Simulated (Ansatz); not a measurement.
# AlH5O3S: a short trajectory

The task is to watch the atoms for 40 steps of 0.75 fs, started with velocities for 300 K and run at constant energy, and see to which side of the barrier the system falls.

Method: PBE0-D4/def2-SVP; program: Ansatz 0.2.0, Gaussian basis.

**1. The starting structure**

The start, a first-order saddle point found at PBE0-D4 in triple zeta: 10 atoms, charge 0, spin multiplicity 1.

Atoms are counted from 1 here; the program's logs count them from 0.

Bond lengths: Al1–S2 2.412 Å, Al1–O3 1.702 Å, Al1–O4 1.699 Å, Al1–O6 1.801 Å, S2–H5 1.538 Å, S2–H7 1.344 Å, O3–H8 0.954 Å, O4–H9 0.954 Å, O6–H10 0.960 Å. Angles: S2–Al1–O3 112.9°, S2–Al1–O4 104.2°, S2–Al1–O6 80.5°, O3–Al1–O4 125.3°, O3–Al1–O6 107.7°, O4–Al1–O6 117.0°, Al1–S2–H5 58.1°, Al1–S2–H7 91.7°, H5–S2–H7 92.8°, Al1–O3–H8 123.4°, Al1–O4–H9 124.5°, Al1–O6–H10 119.3°.

As a file:

```
Al    0.0437   -0.3533    0.1980
S     0.8607    1.1112   -1.5354
O     1.2075   -0.6752    1.3978
O    -0.8582   -1.5269   -0.6370
H    -0.0767    1.6129   -0.4235
O    -0.8132    1.1619    0.6598
H    -0.1633    0.7907   -2.3454
H     1.7648   -1.4501    1.3943
H    -1.3385   -2.2376   -0.2192
H    -0.6266    1.5665    1.5107
```

**2. Dynamics**

Contents of md/in.yaml:

```yaml
crystal:
  periodic: [false, false, false]
  atoms:
    - {symbol: Al, position_ang: [0.043669, -0.353258, 0.197963]}
    - {symbol: S, position_ang: [0.860724, 1.111180, -1.535425]}
    - {symbol: O, position_ang: [1.207516, -0.675179, 1.397832]}
    - {symbol: O, position_ang: [-0.858154, -1.526874, -0.637006]}
    - {symbol: H, position_ang: [-0.076735, 1.612900, -0.423541]}
    - {symbol: O, position_ang: [-0.813189, 1.161919, 0.659810]}
    - {symbol: H, position_ang: [-0.163333, 0.790660, -2.345439]}
    - {symbol: H, position_ang: [1.764750, -1.450067, 1.394310]}
    - {symbol: H, position_ang: [-1.338522, -2.237589, -0.219221]}
    - {symbol: H, position_ang: [-0.626626, 1.566510, 1.510718]}
basis:
  gaussian: {orbitals: def2-SVP}
hamiltonian: {xc: pbe0, dispersion: d4}
md: {n_steps: 40, timestep: 0.75, temperature: 300, ensemble: nve, seed: 276, initial_velocities: maxwell_boltzmann}
```

Launch:

```console
> ansatz run in.yaml --threads 4 --pin off --events-out ev --progress --plain --max-ram 9574MiB
```

What it wrote, shortened:

```text
Functional definition: PBE0
  name "PBE0"
  cite "Adamo & Barone, J. Chem. Phys. 110, 6158 (1999) doi:10.1063/1.478522"
  cite "Perdew, Burke & Ernzerhof, Phys. Rev. Lett. 77, 3865 (1996) doi:10.1103/PhysRevLett.77.3865"
  parent pbe
[...]
1026 factors; integrals over basis functions are off by at most 3.3e-4 eV
[...]
mean field -23635.68320784 eV, -868.5953370468 hartree, gradient 4.5e-5 eV, S^2 0.000000; 0 other end points of the search recorded, 0 dependent functions left out
[...]
reference -23635.68323609 eV, -868.5953380849 hartree; 29, 29 occupied and 74, 74 virtual orbitals, 1026 factors
md step     0: t =     0.00 fs  T =   300.0 K  F+E_penalty+E_count = -23635.86545059 eV  E_kin = 0.310224 eV  conserved = -23635.55522660 eV  (25 SCF iters)
[...]
md step    10: t =     7.50 fs  T =   193.2 K  F+E_penalty+E_count = -23635.75366637 eV  E_kin = 0.199756 eV  conserved = -23635.55391055 eV  (25 SCF iters, 3 dispersion substeps)
[...]
md step    20: t =    15.00 fs  T =   139.0 K  F+E_penalty+E_count = -23635.69575777 eV  E_kin = 0.143701 eV  conserved = -23635.55205686 eV  (25 SCF iters, 3 dispersion substeps)
[...]
md step    30: t =    22.50 fs  T =   233.2 K  F+E_penalty+E_count = -23635.79365249 eV  E_kin = 0.241097 eV  conserved = -23635.55255510 eV  (25 SCF iters, 3 dispersion substeps)
[...]
md step    39: t =    29.25 fs  T =   264.6 K  F+E_penalty+E_count = -23635.82629544 eV  E_kin = 0.273651 eV  conserved = -23635.55264470 eV  (24 SCF iters, 3 dispersion substeps)
[...]
md step    40: t =    30.00 fs  T =   293.4 K  F+E_penalty+E_count = -23635.85545593 eV  E_kin = 0.303414 eV  conserved = -23635.55204243 eV  (25 SCF iters, 3 dispersion substeps)
Total energy: -23635.85548426 eV, -868.6016680882 hartree
Atom 0 at     0.090463    -0.328673     0.186851 Å, force     1.045704    -0.094149    -0.742395 eV/Å
Atom 1 at     0.878390     1.135329    -1.539123 Å, force    -0.232292    -0.409948     0.321139 eV/Å
Atom 2 at     1.252355    -0.821795     1.363494 Å, force    -0.079697    -0.004872     0.102419 eV/Å
Atom 3 at    -0.881278    -1.526829    -0.530860 Å, force    -0.548726    -0.716249     0.105090 eV/Å
Atom 4 at    -0.549077     1.869081    -0.213926 Å, force    -0.478941    -2.108447     1.423884 eV/Å
Atom 5 at    -0.923571     1.226340     0.616790 Å, force     0.417281     2.582679    -0.605677 eV/Å
Atom 6 at     0.061478     0.560698    -2.457304 Å, force     0.037852     0.096596     0.093614 eV/Å
Atom 7 at     1.724413    -1.669798     1.387250 Å, force    -0.432805     0.684142    -0.127959 eV/Å
Atom 8 at    -1.096936    -2.427624    -0.235131 Å, force     0.236337     0.884699    -0.176996 eV/Å
Atom 9 at    -0.987448     1.827783     1.394058 Å, force     0.035286    -0.914452    -0.393119 eV/Å
Dipole moment:    -0.435750     0.092685     0.518868 e Å
```

It took 52 s on 4 threads of Arm Neoverse V1, shared host.

**3. The trajectory**

One row in 2 steps:

```tsv
time (fs)	T (K)	potential (meV)	potential + kinetic (meV)	Al1–O6 (Å)	S2–H5 (Å)	Al1–S2 (Å)	H5–O6 (Å)
0.00	300	0.0	0.0	1.801	1.538	2.412	1.385
1.50	251	53.9	3.2	1.803	1.524	2.415	1.381
3.00	243	60.5	1.5	1.805	1.516	2.418	1.374
4.50	227	77.2	1.3	1.805	1.517	2.422	1.367
6.00	187	120.3	3.0	1.806	1.528	2.425	1.359
7.50	193	111.8	1.3	1.807	1.548	2.428	1.352
9.00	180	125.5	1.8	1.809	1.575	2.431	1.345
10.50	172	135.6	2.8	1.809	1.607	2.434	1.338
12.00	193	110.3	0.2	1.809	1.643	2.437	1.329
13.50	149	158.3	2.7	1.807	1.681	2.438	1.315
15.00	139	169.7	3.2	1.807	1.721	2.440	1.293
16.50	188	116.4	1.0	1.809	1.763	2.440	1.258
18.00	215	91.1	3.0	1.812	1.812	2.439	1.204
19.50	288	13.4	1.4	1.815	1.872	2.438	1.128
21.00	334	-37.7	-2.3	1.819	1.947	2.435	1.034
22.50	233	71.8	2.7	1.825	2.022	2.432	0.952
24.00	269	34.6	2.3	1.836	2.064	2.427	0.940
25.50	395	-102.4	-4.4	1.850	2.066	2.421	1.005
27.00	315	-13.3	2.1	1.867	2.062	2.414	1.084
28.50	260	43.2	2.2	1.885	2.067	2.406	1.127
30.00	293	10.0	3.2	1.906	2.081	2.396	1.115
```

Energies count from the start.

Positions (Å) and forces (eV/Å) at 12.00 fs:

```xyz
10

Al    0.048   -0.334    0.215   -0.086    0.126   -0.394
S     0.874    1.128   -1.551   -0.193   -0.005    0.637
O     1.230   -0.728    1.381    0.084   -0.310    0.038
O    -0.857   -1.526   -0.583   -0.133   -0.131   -0.191
H    -0.198    1.630   -0.411   -0.082   -0.194    0.137
O    -0.851    1.173    0.651    0.196    0.095   -0.800
H     0.018    0.638   -2.468   -0.217    0.030    0.002
H     1.542   -1.617    1.176    0.303    0.071    0.317
H    -1.246   -2.355   -0.308    0.036    0.122    0.053
H    -0.852    1.613    1.503    0.091    0.195    0.201
```

Positions (Å) and forces (eV/Å) at 30.00 fs:

```xyz
10

Al    0.090   -0.329    0.187    1.046   -0.094   -0.742
S     0.878    1.135   -1.539   -0.232   -0.410    0.321
O     1.252   -0.822    1.363   -0.080   -0.005    0.102
O    -0.881   -1.527   -0.531   -0.549   -0.716    0.105
H    -0.549    1.869   -0.214   -0.479   -2.108    1.424
O    -0.924    1.226    0.617    0.417    2.583   -0.606
H     0.061    0.561   -2.457    0.038    0.097    0.094
H     1.724   -1.670    1.387   -0.433    0.684   -0.128
H    -1.097   -2.428   -0.235    0.236    0.885   -0.177
H    -0.987    1.828    1.394    0.035   -0.914   -0.393
```

**4. Outcome**

| quantity | value |
| --- | --- |
| length | 40 steps, 30.0 fs |
| temperature at the start | 300 K |
| mean temperature, second half | 268 K |
| lowest and highest potential energy, from the first frame | -102 and 177 meV |
| largest change of potential + kinetic | 6.1 meV |
| bonds lost by distance | S2–H5 |

What this shows: By the last frame it has moved back towards the start side of the step. With no thermostat the total energy should stay fixed; it holds within 6.1 meV, small beside the kinetic energy, so the time step serves. With 10 atoms the instant temperature spans 132 to 395 K.
